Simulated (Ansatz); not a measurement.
**Reference phase of Au, 1 atom**

Wanted: energy, pressure and frontier levels of the defect-free cell (PBEsol, HSE06 and r²SCAN).

Program: Ansatz 0.2.0, PAW, plane waves. These are calculated values, not measurements.

### 1 The starting cell

1 atoms (1 Au); a = 2.887 Å, b = 2.887 Å, c = 2.887 Å, α = 60.00°, β = 60.00°, γ = 60.00°.

Steps to follow: (2) PBEsol single point at a 13×13×13 mesh, on 1 × NVIDIA GB300 Max-Q with 8 threads of Arm Neoverse-V2; (3) HSE06 single point at a 13×13×13 mesh, on 1 × NVIDIA GB300 Max-Q with 8 threads of Arm Neoverse-V2; (4) r²SCAN single point at a 13×13×13 mesh, on 1 × NVIDIA GB300 Max-Q with 8 threads of Arm Neoverse-V2.

Structure file:

```
CELL_PARAMETERS angstrom
0.00000 2.04124 2.04124
2.04124 0.00000 2.04124
2.04124 2.04124 0.00000
ATOMIC_POSITIONS crystal
Au 0.00000 0.00000 0.00000
```

### 2 PBEsol on the given atoms

Input file in.yaml:

```yaml
crystal:
  lattice:
    - [0.000000, 2.041240, 2.041240]
    - [2.041240, 0.000000, 2.041240]
    - [2.041240, 2.041240, 0.000000]
  atoms:
    - { symbol: Au, position: [0.000000, 0.000000, 0.000000] }
kpoints:
  mp_grid: { grid: [13, 13, 13] }
hamiltonian:
  xc: pbesol
scf:
  occupations: { method: fermi_dirac, width: 0.1 }
output:
  forces: true
  eigenvalues: true
  stress: true
  populations: true
```

Command:

```console
ansatz run in.yaml --threads 8 --pin off --max-ram 118750MiB --runs-dir r --events-out ev --progress --plain --backend cuda --devices 0,
```

### 3 Single point with HSE06

in.yaml: that of step 2 with these lines changed.

```diff
@@ -10,3 +10,3 @@
 hamiltonian:
-  xc: pbesol
+  xc: hse06
 scf:
@@ -16,3 +16,2 @@
   eigenvalues: true
-  stress: true
   populations: true
```

### 4 r²SCAN single point

in.yaml: that of step 3 with these lines changed.

```diff
@@ -10,3 +10,3 @@
 hamiltonian:
-  xc: hse06
+  xc: r2scan
 scf:
```

What does the calculation give? Wanted: for each run, energy; pressure.

As calculated:

| level | time | energy (eV/atom) | pressure (GPa) |
| --- | --- | --- | --- |
| PBEsol | 1.6 s (GPU) | -13007.1026 | -0.16 |
| HSE06 | 6.9 s (GPU) | -13152.2544 | - |
| r²SCAN | 1.6 s (GPU) | -13163.5015 | - |

**What this shows.** No level run gives a gap: levels at the Fermi energy are partly filled.
